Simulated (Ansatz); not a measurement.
**One shape, several levels: C2H7NSi (SMILES NC1C[SiH2]1)**

Aim: a comparison of 6 runs (HF/def2-SVP, BLYP/def2-SVP, PBE-QIDH/def2-SVP, PBE0/def2-SVP, r2SCAN0/def2-SVP, wB97M-V/def2-SVP) of C2H7NSi. 

Program for the calculation: Ansatz 0.2.0.

61 further runs of the same task are left out: 61 set aside as unsound or not needed.

## 1. The system as given

The species is C2H7NSi (11 atoms), meant as a singlet with charge 0. SMILES: `NC1C[SiH2]1`. The C2–H7 distance was set to 1.422 Å, away from the relaxed value.

Bond lengths: N1–C2 1.437 Å, C2–C3 1.539 Å, C2–Si4 1.862 Å, C3–Si4 1.848 Å, N1–H5 1.011 Å, N1–H6 1.014 Å, C3–H8 1.085 Å, C3–H9 1.086 Å, Si4–H10 1.479 Å, Si4–H11 1.476 Å. Some angles: N1–C2–C3 114.5°, N1–C2–Si4 118.4°, C3–C2–Si4 65.0°, C2–C3–Si4 65.9°, C2–Si4–C3 49.0°, C2–N1–H5 111.6°, C2–N1–H6 111.3°, C2–C3–H8 117.0°, C2–C3–H9 114.2°, Si4–C3–H8 120.5°. A long bond or contact: C2–H7 1.422 Å.

## 2. The energy at HF/def2-SVP (run 1)

Input file job.yaml:

```yaml
crystal:
  periodic: [false, false, false]
  atoms:
    - {symbol: N, position_ang: [-1.533181, 0.566071, -0.354308]}
    - {symbol: C, position_ang: [-0.147881, 0.327371, -0.055208]}
    - {symbol: C, position_ang: [0.100119, -0.779729, 0.985092]}
    - {symbol: Si, position_ang: [0.649019, -1.215929, -0.725208]}
    - {symbol: H, position_ang: [-1.646381, 1.028271, -1.246108]}
    - {symbol: H, position_ang: [-1.969981, 1.141471, 0.357392]}
    - {symbol: H, position_ang: [0.701400, 1.454200, 0.118600]}
    - {symbol: H, position_ang: [0.829119, -0.571729, 1.761192]}
    - {symbol: H, position_ang: [-0.803881, -1.257029, 1.350492]}
    - {symbol: H, position_ang: [2.092719, -1.199929, -1.045608]}
    - {symbol: H, position_ang: [-0.165681, -2.150129, -1.526908]}
basis:
  gaussian:
    orbitals: def2-SVP
hamiltonian:
  xc: hf
accuracy: high
output: {orbitals: {seedname: orbitals}}
```

The run is started by

```bash
$ ansatz run job.yaml --threads 1 --pin off --max-ram 3480MiB --events-out events.jsonl --progress --plain --runs-dir runs
```

Standard output:

```text
Warning: RAYON_NUM_THREADS=1 ignored (pool sized by the plan → 1); use --threads N
Functional definition: HF
  name "HF"
  exchange = exact_x
  correlation = 0
2281 factors; integrals over basis functions are off by at most 3.9e-9 eV
mean field evaluation 1: about -11504.7636 eV, gradient 3.2e1 eV
mean field evaluation 2: about -11504.7690 eV, gradient 3.2e1 eV
mean field evaluation 4: about -11507.6756 eV, gradient 3.6e0 eV
mean field evaluation 8: about -11507.7227 eV, gradient 2.8e-4 eV
mean field -11507.72274946 eV, -422.9010108282 hartree, gradient 1.1e-8 eV, S^2 0.000000; 0 other end points of the search recorded, 0 dependent functions left out
reference -11507.72274946 eV, -422.9010108282 hartree; 20, 20 occupied and 75, 75 virtual orbitals, 2281 factors
Total energy: -11507.72274946 eV, -422.9010108282 hartree
```

Run time: 3 s. Hardware: 1 thread of Arm Neoverse V2, shared host; peak memory 0.28 GiB.

## 3. The energy at BLYP/def2-SVP (run 2)

Input file molecule.yaml:

```yaml
crystal:
  periodic: [false, false, false]
  atoms:
    - {symbol: "N", position_ang: [-1.533181, 0.566071, -0.354308]}
    - {symbol: C, position_ang: [-0.147881, 0.327371, -0.055208]}
    - {symbol: C, position_ang: [0.100119, -0.779729, 0.985092]}
    - {symbol: Si, position_ang: [0.649019, -1.215929, -0.725208]}
    - {symbol: H, position_ang: [-1.646381, 1.028271, -1.246108]}
    - {symbol: H, position_ang: [-1.969981, 1.141471, 0.357392]}
    - {symbol: H, position_ang: [0.701400, 1.454200, 0.118600]}
    - {symbol: H, position_ang: [0.829119, -0.571729, 1.761192]}
    - {symbol: H, position_ang: [-0.803881, -1.257029, 1.350492]}
    - {symbol: H, position_ang: [2.092719, -1.199929, -1.045608]}
    - {symbol: H, position_ang: [-0.165681, -2.150129, -1.526908]}
basis:
  gaussian: {orbitals: def2-SVP}
hamiltonian: {xc: {name: BLYP}}
accuracy: high
output: {orbitals: {seedname: orbitals}}
```

The run is started by

```bash
$ ansatz run molecule.yaml --threads 1 --pin off --max-ram 3480MiB --events-out events.jsonl --progress --plain --runs-dir runs
```

Standard output:

```text
Warning: RAYON_NUM_THREADS=1 ignored (pool sized by the plan → 1); use --threads N
Functional definition: BLYP
  name "BLYP"
  parameter beta = 0.0042
  parameter a = 0.04918
  parameter b = 0.132
  parameter c = 0.2533
  parameter d = 0.349
  exchange = b88_x(beta = beta)
  correlation = lyp_c(a = a, b = b, c = c, d = d)
2281 factors; integrals over basis functions are off by at most 3.9e-9 eV
mean field evaluation 1: about -11531.2067 eV, gradient 7.7e1 eV
mean field evaluation 2: about -11440.7622 eV, gradient 1.8e2 eV
mean field evaluation 4: about -11545.3159 eV, gradient 1.8e1 eV
mean field evaluation 8: about -11546.1011 eV, gradient 3.7e-1 eV
mean field evaluation 16: about -11546.1015 eV, gradient 1.2e-5 eV
mean field -11546.10149522 eV, -424.3114037207 hartree, gradient 4.9e-8 eV, S^2 0.000000; 0 other end points of the search recorded, 0 dependent functions left out
reference -11546.10155358 eV, -424.3114058653 hartree; 20, 20 occupied and 75, 75 virtual orbitals, 2281 factors
Total energy: -11546.10155358 eV, -424.3114058653 hartree
```

It took 6.6 s on 1 thread of Arm Neoverse V2, shared host; peak memory 0.27 GiB.

## 4. The energy at PBE-QIDH/def2-SVP (run 3)

Input file molecule.yaml:

```yaml
crystal:
  periodic: [false, false, false]
  atoms:
    - symbol: N
      position_ang: [-1.533181, 0.566071, -0.354308]
    - symbol: C
      position_ang: [-0.147881, 0.327371, -0.055208]
    - symbol: C
      position_ang: [0.100119, -0.779729, 0.985092]
    - symbol: Si
      position_ang: [0.649019, -1.215929, -0.725208]
    - symbol: H
      position_ang: [-1.646381, 1.028271, -1.246108]
    - symbol: H
      position_ang: [-1.969981, 1.141471, 0.357392]
    - symbol: H
      position_ang: [0.701400, 1.454200, 0.118600]
    - symbol: H
      position_ang: [0.829119, -0.571729, 1.761192]
    - symbol: H
      position_ang: [-0.803881, -1.257029, 1.350492]
    - symbol: H
      position_ang: [2.092719, -1.199929, -1.045608]
    - symbol: H
      position_ang: [-0.165681, -2.150129, -1.526908]
basis:
  gaussian: {orbitals: def2-SVP}
total_charge: 0
magnetization: {spin_polarized: false, initial_magnetization: 0}
hamiltonian: {xc: {name: PBE-QIDH}}
correlation: {frozen_orbitals: {C: 1, H: 0, "N": 1, Si: 5}}
accuracy: high
output: {orbitals: {seedname: orbitals}}
```

The run is started by

```bash
$ ansatz run molecule.yaml --threads 1 --pin off --max-ram 3480MiB --events-out events.jsonl --progress --plain --runs-dir runs
```

Standard output (excerpt; [...] marks lines left out):

```text
Warning: RAYON_NUM_THREADS=1 ignored (pool sized by the plan → 1); use --threads N
Functional definition: PBE-QIDH
  name "PBE-QIDH"
[...]
2281 factors; integrals over basis functions are off by at most 3.9e-9 eV
[...]
mean field -11530.63988112 eV, -423.7431998829 hartree, gradient 7.3e-8 eV, S^2 0.000000; 0 other end points of the search recorded, 0 dependent functions left out
8 core orbitals not correlated: weight in the atoms' cores, before any rotation towards them, 1.000 or more for the frozen orbitals, at most 0.000 for the correlated occupied ones
reference -11530.63988223 eV, -423.7431999234 hartree; 12, 12 occupied and 75, 75 virtual orbitals, 2281 factors
second order -17.21427830 eV of doubles, -0.00000000 eV of singles
Total energy: -11536.37797499 eV, -423.9540709431 hartree
```

Wall time 11 s (1 thread of Arm Neoverse V2, shared host); peak memory 0.34 GiB.

Runs 4 to 5 aren't shown in full; the table further down has their settings and results.

## 5. The energy at wB97M-V/def2-SVP (run 6)

Input file run.yaml:

```yaml
crystal:
  periodic: [false, false, false]
  atoms:
    - symbol: N
      position_ang: [-1.533181, 0.566071, -0.354308]
    - symbol: C
      position_ang: [-0.147881, 0.327371, -0.055208]
    - symbol: C
      position_ang: [0.100119, -0.779729, 0.985092]
    - symbol: Si
      position_ang: [0.649019, -1.215929, -0.725208]
    - symbol: H
      position_ang: [-1.646381, 1.028271, -1.246108]
    - symbol: H
      position_ang: [-1.969981, 1.141471, 0.357392]
    - symbol: H
      position_ang: [0.701400, 1.454200, 0.118600]
    - symbol: H
      position_ang: [0.829119, -0.571729, 1.761192]
    - symbol: H
      position_ang: [-0.803881, -1.257029, 1.350492]
    - symbol: H
      position_ang: [2.092719, -1.199929, -1.045608]
    - symbol: H
      position_ang: [-0.165681, -2.150129, -1.526908]
basis:
  gaussian:
    orbitals: def2-SVP
hamiltonian:
  xc: {name: wB97M-V}
accuracy: high
output: {orbitals: {seedname: orbitals}}
```

The run is started by

```bash
$ ansatz run run.yaml --threads 1 --pin off --max-ram 3480MiB --events-out events.jsonl --progress --plain --runs-dir runs
```

Standard output (excerpt; [...] marks lines left out):

```text
Warning: RAYON_NUM_THREADS=1 ignored (pool sized by the plan → 1); use --threads N
Functional definition: wB97M-V
  name "wB97M-V"
[...]
  gx(w, u) = 1 - cx + cx01*u + cx10*w
  gss(w, u) = css00 + css04*u^4 + css10*w + css20*w^2 + css43*w^4*u^3
  gos(w, u) = cos00 + cos10*w + (cos20 + cos21*u)*w^2 + (cos60 + cos61*u)*w^6
[...]
      + integral(e_c_pw_mod_opposite_spin*gos(b97_w_opposite, b97_u_opposite)) + vv10(b, c)
2281 factors; integrals over basis functions are off by at most 3.9e-9 eV
392 factors; integrals over basis functions are off by at most 2.1e-9 eV
[...]
mean field -11545.59139147 eV, -424.2926577537 hartree, gradient 4.9e-8 eV, S^2 0.000000; 0 other end points of the search recorded, 0 dependent functions left out
reference -11545.59139617 eV, -424.2926579263 hartree; 20, 20 occupied and 75, 75 virtual orbitals, 2281 factors
Total energy: -11545.59139617 eV, -424.2926579263 hartree
```

Run time: 72 s. Hardware: 1 thread of Arm Neoverse V2, shared host; peak memory 0.63 GiB.

## 6. All runs side by side

| run | level | frozen core orbitals | energy (Eh) | HOMO energy (eV) | LUMO energy (eV) | HOMO–LUMO gap (eV) | wall time |
| --- | --- | --- | --- | --- | --- | --- | --- |
| 1 | HF/def2-SVP | – | -422.901011 | -8.96 | 3.86 | 12.82 | 3 s |
| 2 | BLYP/def2-SVP | – | -424.311406 | -4.86 | -0.16 | 4.70 | 6.6 s |
| 3 | PBE-QIDH/def2-SVP | 8 | -423.954071 | -8.08 | 2.34 | 10.42 | 11 s |
| 4 | PBE0/def2-SVP | – | -424.108494 | -6.23 | 0.58 | 6.81 | 8.1 s |
| 5 | r2SCAN0/def2-SVP | – | -424.262296 | -6.40 | 0.70 | 7.10 | 14 s |
| 6 | wB97M-V/def2-SVP | – | -424.292658 | -8.38 | 2.48 | 10.85 | 72 s |

## 7. What came out

```
            quantity          value
 run 6: total energy  -424.29266 Eh
  run 6: HOMO energy       -8.38 eV
  run 6: LUMO energy        2.48 eV
run 6: HOMO–LUMO gap       10.85 eV
```

**Reading.** The HOMO–LUMO gap runs from 4.70 eV (BLYP/def2-SVP) to 12.82 eV (HF/def2-SVP). Exact exchange widens orbital gaps. Totals of different functionals can't be ranked against each other. All runs together took 1.9 min, the longest 72 s.
